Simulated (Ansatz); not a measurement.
# Hf3SnS8: the cost of one run

Method: DFT PBE, scalar-relativistic, plane waves, PAW, in Ansatz 0.2.0.

1 further run of the same task is left out (it didn't finish). Runs told in other sessions of the task aren't counted.

## Step 1: The structure to begin with

The structure is trigonal, space group P-3m1 (No. 164). The conventional cell has a = 3.664 Å, b = 3.664 Å, c = 27.472 Å, α = 90.00°, β = 90.00°, γ = 120.00°. Around Hf (site symmetry 3m) lie 6 S at 2.56 Å. Around Hf (site symmetry -3m) lie 6 S at 2.56 Å. Sn (site symmetry -3m) is surrounded by 6 S at 2.59 Å. S (site symmetry 3m) is surrounded by 3 Sn at 2.59 Å. S (site symmetry 3m) is surrounded by 3 Hf at 2.56 Å.

Structure file:

```
CELL_PARAMETERS angstrom
3.66394 0.00000 0.00000
-1.83197 3.17306 0.00000
0.00000 0.00000 27.47231
ATOMIC_POSITIONS crystal
Hf 0.00000 0.00000 0.25169
Hf 0.00000 0.00000 0.50000
Hf 0.00000 0.00000 0.74831
Sn 0.00000 0.00000 0.00000
S 0.33333 0.66667 0.05428
S 0.33333 0.66667 0.30414
S 0.33333 0.66667 0.55245
S 0.33333 0.66667 0.80076
S 0.66667 0.33333 0.19924
S 0.66667 0.33333 0.44755
S 0.66667 0.33333 0.69586
S 0.66667 0.33333 0.94572
```

It is the end of an earlier relaxation with the same method, from a generated guess; it needn't be the stable form of this composition. At a tolerance of 0.02 Å it has space group P-3m1 (No. 164); it has 26.62 Å³/atom, an uncorrected energy of -1.28 eV/atom over the elements.

## Step 2: Static run: bands, density of states and charges

Input file input.yaml:

```yaml
crystal:
  lattice:
    - [3.6639390778, -2.89e-08, 0.0]
    - [-1.8319695139, 3.1730643337, 0.0]
    - [0.0, 0.0, 27.4723053]
  atoms:
    - { symbol: Hf, position: [0.0, 0.0, 0.251692] }
    - { symbol: Hf, position: [0.0, 0.0, 0.5] }
    - { symbol: Hf, position: [0.0, 0.0, 0.748308] }
    - { symbol: Sn, position: [0.0, 0.0, 0.0] }
    - { symbol: S, position: [0.3333333333, 0.6666666667, 0.05428] }
    - { symbol: S, position: [0.3333333333, 0.6666666667, 0.304141] }
    - { symbol: S, position: [0.3333333333, 0.6666666667, 0.552449] }
    - { symbol: S, position: [0.3333333333, 0.6666666667, 0.80076] }
    - { symbol: S, position: [0.6666666667, 0.3333333333, 0.19924] }
    - { symbol: S, position: [0.6666666667, 0.3333333333, 0.447551] }
    - { symbol: S, position: [0.6666666667, 0.3333333333, 0.695859] }
    - { symbol: S, position: [0.6666666667, 0.3333333333, 0.94572] }
basis:
  ecutwfc: 420
kpoints:
  mp_grid: { grid: [12, 12, 1] }
  band_path:
    path:
      - [[0.0, 0.0, 0.0], [0.5, 0.0, 0.0], [0.33333333, 0.33333333, 0.0], [0.0, 0.0, 0.0], [0.0, 0.0, 0.5], [0.5, 0.0, 0.5], [0.33333333, 0.33333333, 0.5], [0.0, 0.0, 0.5]]
      - [[0.5, 0.0, 0.5], [0.5, 0.0, 0.0]]
      - [[0.33333333, 0.33333333, 0.5], [0.33333333, 0.33333333, 0.0]]
    npoints: 10
hamiltonian:
  xc: pbe
scf:
  occupations: { method: gaussian, width: 0.02 }
  n_extra_bands: 30
output:
  forces: true
  stress: true
  eigenvalues: true
  populations: true
  dos: { projected: true, de: 0.02, nscf_kmesh: { grid: [18, 18, 2] } }
  bader: false
  write_density: true
  write_potential: true
  elf: true
  volumetric_format: npy
```

Run with:

```
$ ansatz run input.yaml --threads 4 --pin off --max-ram 8192MiB --backend cpu --events-out ev --progress --plain --runs-dir out
```

Q: Estimate wall time and peak memory on 4 threads of AMD EPYC 9R45 (Zen 5), shared host.

About 17 s, with a peak of 2.1 GiB.
